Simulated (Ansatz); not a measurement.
# AlSi2H5O (SMILES [SiH3][Al]1[O][SiH2]1) at 6 levels

Aim: a comparison of 6 runs (HF/3-21G, B2PLYP/6-31G*, PBE-QIDH/6-31G*, wB97X/6-31G*, BCCD(T)/6-31G*, CCSD/6-31G*) of AlSi2H5O. 

The results are computed with Ansatz 0.2.0.

83 further runs of the same task are left out: 1 that didn't finish, 82 set aside as unsound or not needed.

## 1. The structure to begin with

The species is AlSi2H5O (9 atoms), meant as a singlet with charge 0. As SMILES, `[SiH3][Al]1[O][SiH2]1`. The Si4–H8 distance was set to 3.277 Å, away from the relaxed value. At this shape a bond of the SMILES string is far longer than usual.

Bond lengths: Si1–Al2 2.450 Å, Al2–O3 1.745 Å, Al2–Si4 2.280 Å, O3–Si4 1.688 Å, Si1–H5 1.488 Å, Si1–H6 1.489 Å, Si1–H7 1.487 Å, Si4–H9 1.490 Å. Some angles: Si1–Al2–O3 129.7°, Si1–Al2–Si4 177.0°, O3–Al2–Si4 47.3°, Al2–O3–Si4 83.2°, Al2–Si4–O3 49.5°, Al2–Si1–H5 109.6°, Al2–Si1–H6 109.4°, Al2–Si1–H7 111.5°, Al2–Si4–H9 126.3°, O3–Si4–H9 114.1°.

## 2. A single-point energy at HF/3-21G (run 1)

Input file input.yaml:

```yaml
crystal:
  periodic: [false, false, false]
  atoms:
    - {symbol: Si, position_ang: [-0.562538, 3.457018, -0.934011]}
    - {symbol: Al, position_ang: [-0.034538, 1.591018, 0.563489]}
    - {symbol: O, position_ang: [1.483062, 0.774618, 0.834989]}
    - {symbol: Si, position_ang: [0.568962, -0.137782, 1.921589]}
    - {symbol: H, position_ang: [-1.673438, 3.066618, -1.844211]}
    - {symbol: H, position_ang: [-1.009738, 4.626318, -0.128611]}
    - {symbol: H, position_ang: [0.616862, 3.852718, -1.749511]}
    - {symbol: H, position_ang: [0.403300, -3.327600, 1.187000]}
    - {symbol: H, position_ang: [1.019362, -0.030082, 3.337589]}
basis:
  gaussian:
    orbitals: 3-21G.json
output: {orbitals: {seedname: orbitals}}
hamiltonian:
  xc: hf
accuracy: high
```

The basis set 3-21G is read from a file made from the Basis Set Exchange's data (not shown).

On the command line:

```console
$ ansatz run input.yaml --threads 1 --pin off --max-ram 3480MiB --events-out events.jsonl --progress --plain --runs-dir runs
```

What it wrote:

```text
Warning: RAYON_NUM_THREADS=1 ignored (pool sized by the plan → 1); use --threads N
Functional definition: HF
  name "HF"
  exchange = exact_x
  correlation = 0
1303 factors; integrals over basis functions are off by at most 1.0e-8 eV
mean field evaluation 1: about -24282.6980 eV, gradient 4.1e1 eV
mean field evaluation 2: about -24282.9855 eV, gradient 4.1e1 eV
mean field evaluation 4: about -24287.4433 eV, gradient 3.3e0 eV
mean field evaluation 8: about -24287.5624 eV, gradient 2.4e-1 eV
mean field evaluation 16: about -24287.5636 eV, gradient 1.7e-7 eV
mean field evaluation 32: about -24268.3480 eV, gradient 1.5e1 eV
mean field -24287.56359346 eV, -892.5514993579 hartree, gradient 1.7e-8 eV, S^2 0.000000; 0 other end points of the search recorded, 0 dependent functions left out
reference -24287.56359346 eV, -892.5514993579 hartree; 27, 27 occupied and 31, 31 virtual orbitals, 1303 factors
Total energy: -24287.56359346 eV, -892.5514993579 hartree
```

Wall time 0.97 s (1 thread of Arm Neoverse V1, shared host); peak memory 0.13 GiB.

## 3. The energy at B2PLYP/6-31G(d) (spherical functions) (run 2)

Input file run.yaml:

```yaml
basis:
  gaussian: {orbitals: 6-31G_st_-spherical.json}
crystal:
  periodic: [false, false, false]
  atoms:
    - {symbol: Si, position_ang: [-0.562538, 3.457018, -0.934011]}
    - {symbol: Al, position_ang: [-0.034538, 1.591018, 0.563489]}
    - {symbol: O, position_ang: [1.483062, 0.774618, 0.834989]}
    - {symbol: Si, position_ang: [0.568962, -0.137782, 1.921589]}
    - {symbol: H, position_ang: [-1.673438, 3.066618, -1.844211]}
    - {symbol: H, position_ang: [-1.009738, 4.626318, -0.128611]}
    - {symbol: H, position_ang: [0.616862, 3.852718, -1.749511]}
    - {symbol: H, position_ang: [0.403300, -3.327600, 1.187000]}
    - {symbol: H, position_ang: [1.019362, -0.030082, 3.337589]}
magnetization: {spin_polarized: false, initial_magnetization: 0}
hamiltonian: {xc: {name: B2PLYP}}
correlation: {frozen_orbitals: {Al: 5, H: 0, O: 1, Si: 5}}
accuracy: high
output: {orbitals: {seedname: orbitals}}
```

The basis set 6-31G* is read from a file made from the Basis Set Exchange's data (not shown).

On the command line:

```console
$ ansatz run run.yaml --threads 1 --pin off --max-ram 3480MiB --events-out events.jsonl --progress --plain --runs-dir runs
```

What it wrote, cut to the lines that bear on the results:

```text
Warning: RAYON_NUM_THREADS=1 ignored (pool sized by the plan → 1); use --threads N
Functional definition: B2PLYP
  name "B2PLYP"
[...]
1693 factors; integrals over basis functions are off by at most 1.8e-8 eV
[...]
mean field -24458.71931270 eV, -898.8413560262 hartree, gradient 1.5e-8 eV, S^2 0.000000; 0 other end points of the search recorded, 0 dependent functions left out; unrestricted orbitals would lower it
16 core orbitals not correlated: weight in the atoms' cores, before any rotation towards them, 1.000 or more for the frozen orbitals, at most 0.000 for the correlated occupied ones
reference -24458.71934439 eV, -898.8413571909 hartree; 11, 11 occupied and 51, 51 virtual orbitals, 1693 factors
second order -15.13885300 eV of doubles, -0.00000000 eV of singles
Total energy: -24462.80683470 eV, -898.9915696892 hartree
```

Wall time 13 s (1 thread of Arm Neoverse V1, shared host); peak memory 0.26 GiB.

Runs 3 to 5 aren't shown in full; the table further down has their settings and results.

## 4. A single-point energy at CCSD/6-31G(d) (spherical functions) (run 6)

Input file molecule.yaml:

```yaml
crystal:
  periodic: [false, false, false]
  atoms:
    - {symbol: Si, position_ang: [-0.562538, 3.457018, -0.934011]}
    - {symbol: Al, position_ang: [-0.034538, 1.591018, 0.563489]}
    - {symbol: O, position_ang: [1.483062, 0.774618, 0.834989]}
    - {symbol: Si, position_ang: [0.568962, -0.137782, 1.921589]}
    - {symbol: H, position_ang: [-1.673438, 3.066618, -1.844211]}
    - {symbol: H, position_ang: [-1.009738, 4.626318, -0.128611]}
    - {symbol: H, position_ang: [0.616862, 3.852718, -1.749511]}
    - {symbol: H, position_ang: [0.403300, -3.327600, 1.187000]}
    - {symbol: H, position_ang: [1.019362, -0.030082, 3.337589]}
basis:
  gaussian:
    orbitals: 6-31G_st_-spherical.json
total_charge: 0
correlation:
  method: ccsd
  frozen_orbitals: {Al: 5, H: 0, O: 1, Si: 5}
accuracy: high
scf:
  omitted_lower_state_checks: [cluster_reference, increment]
```

The basis set 6-31G* is read from a file made from the Basis Set Exchange's data (not shown).

On the command line:

```console
$ ansatz run molecule.yaml --threads 1 --pin off --max-ram 3480MiB --events-out events.jsonl --progress --plain --runs-dir runs
```

What it wrote:

```text
Warning: RAYON_NUM_THREADS=1 ignored (pool sized by the plan → 1); use --threads N
[... 12 lines left out ...]
16 core orbitals not correlated: weight in the atoms' cores, before any rotation towards them, 1.000 or more for the frozen orbitals, at most 0.000 for the correlated occupied ones
[... 33 lines left out ...]
WARN: these amplitudes may be one of several solutions (largest doubles amplitude 0.44, level shift 0.86 eV)
Total energy: -24430.88841376 eV, -897.8185893548 hartree
Checks for a lower state left out: cluster_reference, increment
```

Wall time 9.6 s (1 thread of Arm Neoverse V1, shared host); peak memory 0.31 GiB.

## 5. Overview of the runs

```csv
run,level,frozen core orbitals,energy (Eh),HOMO energy (eV),LUMO energy (eV),HOMO–LUMO gap (eV),wall time
1,HF/3-21G,–,-892.551499,-6.96,-0.70,6.26,0.97 s
2,B2PLYP/6-31G* (spherical functions),16,-898.991570,-6.07,-2.27,3.80,13 s
3,PBE-QIDH/6-31G* (spherical functions),16,-898.668898,-6.65,-1.92,4.72,13 s
4,wB97X/6-31G* (spherical functions),–,-899.392528,-7.34,-1.50,5.84,41 s
5,BCCD(T)/6-31G* (spherical functions),16,-897.845071,–,–,–,16 s
6,CCSD/6-31G* (spherical functions),16,-897.818589,–,–,–,9.6 s
```

## 6. Results

| quantity | value |
| --- | --- |
| run 6: total energy | -897.81859 Eh |
| run 6: correlation energy (16 core orbitals frozen) | -489.7 mEh |
| run 6: T1 diagnostic | 0.044 |

In words: Over runs 1, 2, 3, 4 the HOMO–LUMO gap runs from 3.80 eV (B2PLYP/6-31G*) to 6.26 eV (HF/3-21G). The two ends differ in method and basis. A double hybrid's value is that of its SCF part. Totals of different functionals can't be ranked against each other. In run 6 the T1 diagnostic is large, so a single reference may not serve. In runs 2, 3, 5, 6 the log says that unrestricted orbitals would lower the reference, so the values rest on an unstable closed-shell determinant (other closed-shell runs at this shape may share the fault). All runs together took 93 s, the longest 41 s.
